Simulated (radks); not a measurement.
# Pt⁺ with its nuclear charge varied continuously

What is the energy between the elements? 77 electrons are held in [Xe] 4f14 5d9 while Z is changed in small steps.

The numbers are computed with radks (a radial shooting solver on a logarithmic mesh, Libxc functionals) version 1 (scalar-relativistic Kohn-Sham, r2SCAN, spin-unpolarised, spherical densities, finite nucleus), except any that are marked as measured or tabulated.

### 1 The system

| Item | Value |
| --- | --- |
| element | platinum (Z = 78) |
| charge | +1 |
| electrons | 77 |
| configuration | [Xe] 4f14 5d9 |
| nuclear rms radius | 5.427 fm |

The outer shells:

Pt⁺
```
[Xe] core
4f [↑↓][↑↓][↑↓][↑↓][↑↓][↑↓][↑↓]
5d [↑↓][↑↓][↑↓][↑↓][↑ ]
```

### 2 Z = 78

The run's settings:

```text
Z 78
configuration [Xe] 4f14 5d9
relativity scalar-relativistic
functional r2scan,r2scan
spin unpolarised
nucleus finite rms 5.427 fm
c 137.035999084
```

### 3 Z = 77.5

Settings, as their differences from step 2:

```diff
@@ -1,2 +1,2 @@
-Z 78
+Z 77.5
 configuration [Xe] 4f14 5d9
```

### 4 Z = 78.5

Settings, as their differences from step 3:

```diff
@@ -1,2 +1,2 @@
-Z 77.5
+Z 78.5
 configuration [Xe] 4f14 5d9
```

### 5 Z = 79

Settings, as their differences from step 4:

```diff
@@ -1,2 +1,2 @@
-Z 78.5
+Z 79
 configuration [Xe] 4f14 5d9
```

Before running it: what results should come out? Wanted: for each run, Z; E; E(electron-nucleus)/Z; highest level; its energy; <r>.

As calculated:

```csv
Z,E (hartree),E(electron-nucleus)/Z (hartree),highest level,its energy (eV),<r> (bohr)
77.5,-18117.2545,-580.375,5d,-8.742,1.730
78,-18411.4210,-586.189,5d,-14.379,1.633
78.5,-18708.5600,-592.014,5d,-20.666,1.554
79,-19008.6793,-597.853,5d,-27.527,1.487
```

What this shows: At Z = 78 the central difference of E is -591.306 hartree, against -586.189 from the Hellmann-Feynman theorem; the scalar-relativistic energy here is not variational, so the two differ by a part that grows with Z. The top level goes from -8.742 eV at Z = 77.5 to -27.527 eV at Z = 79.
